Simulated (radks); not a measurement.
# Excited configurations of V

One table from this session's results is given with a row withheld; the runs are named, their logs left out.

Program: radks (a radial shooting solver on a logarithmic mesh, Libxc functionals) version 1. Level of theory: non-relativistic Kohn-Sham, TPSS, spin-polarised, spherical densities, point nucleus; open shells are filled with parallel spins first. These are calculated values, not measurements, unless marked.

3 further runs of the same task are left out: 3 that didn't finish.

## What is computed

| Quantity | Value |
| --- | --- |
| element | vanadium (Z = 23) |
| charge | 0 |
| electrons | 23 |
| configuration | [Ar] 3d3 4s2 |

The outer shells:

V
```
[Ar] core
3d [↑ ][↑ ][↑ ][  ][  ]
4s [↑↓]
```

The first run:

Input:

```text
Z 23
configuration [Ar] 3d3 4s2
relativity non-relativistic
functional tpss,tpss
spin polarised
nucleus point
```

Among the steps run: Ground configuration: [Ar] 3d3 4s2.

One of the session's tables, all rows but one given; the rest of the session is left out.

It belongs to the step «Ground configuration: [Ar] 3d3 4s2». Radial moments (bohr):

| level | <r> | outermost maximum (interpolated) | 90 % within | nodes |
| --- | --- | --- | --- | --- |
| 3s up | 0.9558 | 0.825 | 1.43 | 2 |
| 3s down | 0.9566 | 0.823 | 1.43 | 2 |
| 3p up | 1.019 | 0.846 | 1.57 | 1 |
| 3p down | 1.022 | 0.845 | 1.57 | 1 |
| 3d up | ? | ? | ? | ? |
| 4s up | 3.311 | 2.75 | 4.99 | 3 |
| 4s down | 3.527 | 2.92 | 5.32 | 3 |
| 3d down | 1.551 | 0.888 | 2.85 | 0 |

Q: Estimate the row for 3d up from the others.

The run gave: <r>: 1.404; outermost maximum (interpolated): 0.881; 90 % within: 2.47; nodes: 0. In the column «<r>» it lies between 3p down (1.022) and 3d down (1.551).

Limits of these values: Open shells are spherical and high-spin; term and fine-structure splittings are not resolved.
